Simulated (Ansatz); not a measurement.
Working through a rigid scan of one bond length of ClFHOSi, SMILES O[Si](F)Cl

With Ansatz 0.2.0, Python API.

Notebook, run cell by cell (the value of a cell's last expression is shown):

```python
from dataclasses import dataclass

import ansatz as az
from ase import Atoms
import matplotlib.pyplot as plt
import numpy as np
```

```python
@dataclass
class Options:
    basis: str = "cc-pVDZ"
    functional: str = "r2SCAN"
```

```python
opts = Options()
```

```python
atoms = Atoms(["O", "Si", "F", "Cl", "H"], positions=[
    (0.3782, 1.0845, 0.3765),
    (0.1502, -0.5072, 0.5949),
    (1.0607, -1.2102, -0.5077),
    (-1.7192, -0.8477, 0.0626),
    (0.1799, 1.4069, -0.5676),
])
molecule = az.Crystal.molecule_from_ase(atoms)

symbols = [site.symbol for site in molecule.cartesian_sites]
start = np.array([site.position_ang for site in molecule.cartesian_sites])
axis = (start[4] - start[0]) / np.linalg.norm(start[4] - start[0])
moving = [4]
lengths, energies = [0.86, 0.94, 1.02, 1.12, 1.27, 1.53, 1.83, 2.24], []
for length in lengths:
    xyz = start.copy()
    xyz[moving] += (length - np.linalg.norm(start[4] - start[0])) * axis
    point = az.Crystal.molecule()
    for symbol, place in zip(symbols, xyz):
        point = point.atom(symbol, place.tolist())
    base = (
        point.calculation()
        .basis(gaussian=opts.basis)
        .functional(opts.functional)
        .spin("collinear", total=1)
    )
    r = base.run(threads=1, backend="cpu").report
    energies.append(r["free_energy_ev"])
    print(f"r = {length:6.3f} A  E = {energies[-1]:.5f} eV  <S^2> = {abs(r['mean_field']['state']['spin_squared']):.3f}")
```

    r =  0.860 A  E = -25178.99436 eV  <S^2> = 0.752
    r =  0.940 A  E = -25179.36462 eV  <S^2> = 0.752
    r =  1.020 A  E = -25179.33130 eV  <S^2> = 0.752
    r =  1.120 A  E = -25178.98109 eV  <S^2> = 0.752
    r =  1.270 A  E = -25178.18554 eV  <S^2> = 0.754
    r =  1.530 A  E = -25176.79873 eV  <S^2> = 0.789
    r =  1.830 A  E = -25175.82640 eV  <S^2> = 0.926
    r =  2.240 A  E = -25175.27269 eV  <S^2> = 1.030

```python
print("energy above the lowest point (eV):", [round(e - min(energies), 3) for e in energies])
plt.figure(figsize=(4.5, 3))
plt.plot(lengths, np.array(energies) - min(energies), "o-")
plt.xlabel("bond length (A)")
plt.ylabel("E - E(min) (eV)")
plt.tight_layout()
plt.savefig("scan.png", dpi=100)
```

    energy above the lowest point (eV): [0.37, 0.0, 0.033, 0.384, 1.179, 2.566, 3.538, 4.092]

Total energies depend on the basis set; only differences at equal settings carry meaning. The rest of the molecule is held rigid at a force-field or estimated start geometry, and the basis set is modest; single-reference methods fail as a bond breaks. The species is open-shell (spin multiplicity 2). The expectation value of S² is noticeably off S(S+1) in at least one run, so that state is spin-contaminated. The whole script took 77 s on 1 thread of Arm Neoverse V1, on a shared host, peak memory 0.3 GiB.

(Lines on the test bed's own set-up are left out of the output.)
